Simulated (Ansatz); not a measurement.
Crystal: CsLiCr2Te2S3.

```xyz
9
Lattice="3.3193 1.9164 6.8798 -3.3193 1.9164 6.8798 0.0000 -3.8328 6.8798" Properties=species:S:1:pos:R:3 pbc="T T T"
Cs    0.0000    0.0000    0.0000
Li    0.0000    0.0000   10.3197
Cr    0.0000    0.0000   16.4802
Cr    0.0000    0.0000    4.1593
Te    0.0000    0.0000   14.0328
Te    0.0000    0.0000    6.6067
S    -2.4147    0.0000   10.3197
S     1.2074   -2.0912   10.3197
S     1.2074    2.0912   10.3197
```

The cell was built by a generator and needn't be a form met in nature.

| Item | Value |
| --- | --- |
| Program | Ansatz 0.2.0 |
| Task | relaxation of cell and atoms |
| Functional | r2SCAN |
| Potentials or basis | Ansatz PAW |
| Cutoff | 500 eV (not typed: the program's choice for these potentials) |
| k mesh | 4 × 4 × 4 |
| Occupations | fermi-dirac, width 0.05 eV |
| Spin | collinear spin, ferromagnetic start |
| Starting moments | [0.0, 0.0, 3.0, 3.0, 0.0, 0.0, 0.0, 0.0, 0.0] μB |

At the start: volume 29.18 Å³/atom.

How do energy, volume and symmetry change on relaxing?

It ends after 6 steps and the volume is 28.35 Å³/atom (-2.8 %); space group R32 (No. 155, to 0.05 Å); moment 4.00 μB per cell.

The path:
```tsv
step	energy change (eV)	largest force (eV/Å)	volume (Å³)
1	0.0000	0.2229	262.58
2	-0.0201	0.0408	259.50
3	-0.0284	0.0378	256.24
4	-0.0294	0.0148	255.26
5	-0.0295	0.0075	255.17
6	-0.0285	0.0076	255.17
```

Final structure:
```xyz
9
Lattice="3.3303 1.9227 6.6418 -3.3303 1.9227 6.6418 0.0000 -3.8455 6.6418" Properties=species:S:1:pos:R:3 pbc="T T T"
Cs    0.0000    0.0000    0.0000
Li    0.0000    0.0000    9.9627
Cr    0.0000    0.0000   15.8879
Cr    0.0000    0.0000    4.0375
Te    0.0000    0.0000   13.4195
Te    0.0000    0.0000    6.5059
S    -2.4117    0.0000    9.9627
S     1.2059   -2.0886    9.9627
S     1.2059    2.0886    9.9627
```

Caveat: the magnetic or orbital state may not be the lowest; the plane-wave basis is chosen anew once the cell has moved, so the energies of steps on either side of that aren't comparable; only a ferromagnetic start was run, and an antiferromagnetic order may lie lower in energy; the PAW data sets come from PBE, with cores solved anew for the run's functional, which leaves a small shift of forces and pressure.
